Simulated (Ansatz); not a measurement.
# C2H7FSn: single point from an input written key by key

Aim: a single point from an input written key by key, for C2H7FSn, run from a script. SMILES: [CH3][SnH]([CH3])[F].

All numbers are computed with the Python package of Ansatz 0.2.0. Level of theory: PBE/def2-SVP.

## (1) The structure

Bond lengths: C1–Sn2 2.087 Å, Sn2–C3 2.111 Å, Sn2–F4 1.937 Å, C1–H5 1.121 Å, C1–H6 1.122 Å, C1–H7 1.135 Å, Sn2–H8 1.712 Å, C3–H9 1.106 Å, C3–H10 1.146 Å, C3–H11 1.120 Å. Angles (14 of 18 angles, heavy atoms first): C1–Sn2–C3 108.0°, C1–Sn2–F4 110.3°, C3–Sn2–F4 107.3°, C1–Sn2–H8 110.3°, C3–Sn2–H8 108.8°, F4–Sn2–H8 112.1°, Sn2–C1–H5 112.5°, Sn2–C1–H6 113.6°, Sn2–C1–H7 110.7°, Sn2–C3–H9 112.5°, Sn2–C3–H10 111.2°, Sn2–C3–H11 111.0°, H5–C1–H6 109.0°, H5–C1–H7 105.0°.

The script holds or builds the structure itself.

## (2) Script

Contents of c2h7fsn.py:

```python
"""Run C2H7FSn from an input written out key by key."""

import ansatz as az

deck = {
    "crystal": {
        "periodic": [False, False, False],
        "atoms": [
            {"symbol": "C", "position_ang": [-1.0649, 1.3344, -0.2726]},
            {"symbol": "Sn", "position_ang": [-0.4768, -0.6665, -0.1925]},
            {"symbol": "C", "position_ang": [1.5185, -0.7325, 0.4936]},
            {"symbol": "F", "position_ang": [-0.5008, -1.4448, -1.9663]},
            {"symbol": "H", "position_ang": [-0.455, 1.9328, -0.9988]},
            {"symbol": "H", "position_ang": [-1.0517, 1.847, 0.7255]},
            {"symbol": "H", "position_ang": [-2.1342, 1.4244, -0.6425]},
            {"symbol": "H", "position_ang": [-1.4654, -1.5333, 0.9038]},
            {"symbol": "H", "position_ang": [2.2062, -0.1521, -0.1487]},
            {"symbol": "H", "position_ang": [1.6108, -0.2772, 1.5408]},
            {"symbol": "H", "position_ang": [1.8786, -1.7893, 0.5782]},
        ],
    },
    "basis": {"gaussian": {"orbitals": "def2-SVP"}},
    "hamiltonian": {"xc": "pbe"},
}
session = az.Session.from_dict(deck)
summary = session.plan(threads=1).execute().report

print("reference energy %16.6f eV" % summary["reference_energy_ev"])
print("total energy     %16.6f eV" % summary["free_energy_ev"])
print("occupied orbitals outside the frozen core (up, down):", summary["n_occupied"], " frozen:", summary["n_frozen"], " virtual:", summary["n_virtual"])
symbols = ["C", "Sn", "C", "F", "H", "H", "H", "H", "H", "H", "H"]
state = summary["mean_field"]["state"]
print(f"mean field: {state['energy']['hartree']:.7f} Ha, <S^2> = {abs(state['spin_squared']):.4f}, stability: {state.get('stability', {}).get('kind')}")
```

## (3) Running it

Started as:

```console
python c2h7fsn.py
```

Output:

```text
reference energy    -10727.059210 eV
total energy        -10727.059210 eV
occupied orbitals outside the frozen core (up, down): [25, 25]  frozen: 0  virtual: [78, 78]
mean field: -394.2121549 Ha, <S^2> = 0.0000, stability: minimum
```

Run time: 1.9 s. Hardware: 1 thread of Intel Xeon Platinum 8488C (Sapphire Rapids), shared host; peak memory 0.18 GiB.

Lines on the test bed's own set-up are left out of the output.

## (4) Size and end state of the run

From the engine's report, whether the script printed it or not:

```tsv
item	value
SCF cycles in all	18
orbitals	103
total energy (eV)	-10727.05921
```

## (5) The same input on the command line

The engine's input of that run, saved to a file, gives the whole log.

Contents of input.yaml:

```yaml
crystal:
  periodic: [false, false, false]
  atoms:
    - { symbol: C, position_ang: [-1.0649, 1.3344, -0.2726] }
    - { symbol: Sn, position_ang: [-0.4768, -0.6665, -0.1925] }
    - { symbol: C, position_ang: [1.5185, -0.7325, 0.4936] }
    - { symbol: F, position_ang: [-0.5008, -1.4448, -1.9663] }
    - { symbol: H, position_ang: [-0.455, 1.9328, -0.9988] }
    - { symbol: H, position_ang: [-1.0517, 1.847, 0.7255] }
    - { symbol: H, position_ang: [-2.1342, 1.4244, -0.6425] }
    - { symbol: H, position_ang: [-1.4654, -1.5333, 0.9038] }
    - { symbol: H, position_ang: [2.2062, -0.1521, -0.1487] }
    - { symbol: H, position_ang: [1.6108, -0.2772, 1.5408] }
    - { symbol: H, position_ang: [1.8786, -1.7893, 0.5782] }
basis:
  gaussian: { orbitals: def2-SVP }
hamiltonian:
  xc: pbe
```

Started as:

```console
ansatz run input.yaml --threads 1 --pin off --max-ram 4096MiB --backend cpu --events-out ev --progress --plain --runs-dir out
```

Output:

```text
Warning: RAYON_NUM_THREADS=1 ignored (pool sized by the plan → 1); use --threads N
Engine: ansatz 0.2.0, x86_64-unknown-linux-gnu
Functional definition: PBE
  parameter kappa = 0.804
  parameter beta = 0.06672455060314922
  exchange = pbe_x(kappa = kappa, mu = beta*pi^2/3)
  correlation = pbe_c(beta = beta)
1161 factors; their error is unknown
mean field evaluation 1: about -10712.4759 eV, gradient 7.9e1 eV
mean field evaluation 2: about -10684.2700 eV, gradient 1.3e2 eV
mean field evaluation 4: about -10726.7593 eV, gradient 1.3e1 eV
mean field evaluation 8: about -10727.0933 eV, gradient 1.2e-1 eV
mean field evaluation 16: about -10727.0592 eV, gradient 1.6e-4 eV
mean field -10727.05916919 eV, -394.2121534059 hartree, gradient 2.7e-5 eV, S^2 0.000000; 0 other end points of the search recorded, 0 dependent functions left out
reference -10727.05921041 eV, -394.2121549208 hartree; 25, 25 occupied and 78, 78 virtual orbitals, 1161 factors
Total energy: -10727.05921041 eV, -394.2121549208 hartree
```

Wall time 1.8 s (1 thread of Intel Xeon Platinum 8488C (Sapphire Rapids), shared host); peak memory 0.14 GiB.

Script and command line differ by 0.000 meV in the energy.

## (6) Summary of results

```
    quantity           value
total energy  -10727.0592 eV
```

**Reading.** The run converged in 18 cycles with 103 orbitals. What to keep in mind:
- The geometry is a force-field or estimated start, not a minimum of this method, and the basis set is short of its limit.
- def2 sets replace the cores of elements past krypton by effective core potentials.
